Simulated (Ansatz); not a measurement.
What does this script print? It uses Ansatz 0.2.0 through its Python package.

`bend_c2h2sse.py`
```python
'''Bending curve of C2H2SSe.'''

import ansatz
from ase import Atoms

config = {
    'basis': 'def2-SVP',
    'xc': 'pbe0',
    'force_tol': 0.02,
    'method': 'MP2',
}

atoms = Atoms(['S', 'C', 'C', 'Se', 'H', 'H'], positions=[
    (1.2891, 0.5109, -1.0629),
    (0.4186, -0.1196, 0.3627),
    (-0.7866, -0.6632, 0.2341),
    (-2.4619, -1.554, -0.0206),
    (0.6766, 1.8211, -0.8879),
    (0.9063, -0.0592, 1.3283),
])

# relax first, so that the scan starts from a minimum
first = (
    ansatz.Crystal.molecule_from_ase(atoms).calculation()
    .basis(gaussian=config['basis'])  # the orbital basis, by name
    .functional(config['xc'])
    .relax(force_tolerance=config['force_tol'], max_steps=80)
)
atoms.positions = first.run(threads=1).report['positions_ang']

rows = []
for angle in [90, 100, 110, 120, 135, 150, 165, 179]:
    bent = atoms.copy()
    bent.set_angle(1, 0, 4, angle, indices=[4])
    base = (
        ansatz.Crystal.molecule_from_ase(bent).calculation()
        .basis(gaussian=config['basis'])
        .correlation(config['method'])  # correlation on top of the mean field
    )
    rows.append((angle, base.run(threads=1).report['free_energy_ev']))
floor = min(e for _, e in rows)
for angle, e in rows:
    print(f'angle C1-S0-H4 = {angle:3d} deg   {1000 * (e - floor):9.1f} meV')
```

```console
$ python bend_c2h2sse.py
angle C1-S0-H4 =  90 deg        37.9 meV
angle C1-S0-H4 = 100 deg         0.0 meV
angle C1-S0-H4 = 110 deg       127.2 meV
angle C1-S0-H4 = 120 deg       405.1 meV
angle C1-S0-H4 = 135 deg      1067.4 meV
angle C1-S0-H4 = 150 deg      1957.9 meV
angle C1-S0-H4 = 165 deg      2922.6 meV
angle C1-S0-H4 = 179 deg      3449.2 meV
```

What to keep in mind:
- The scan is rigid, and the energies are electronic, in a modest basis. The zero is the lowest point of the grid, which needn't be the minimum.
- The start is relaxed with a density functional and scanned with the wavefunction method, so it isn't exactly that method's minimum.
- Timing: 77 s on 1 thread of Arm Neoverse V1, on a shared host, peak memory 0.26 GiB.
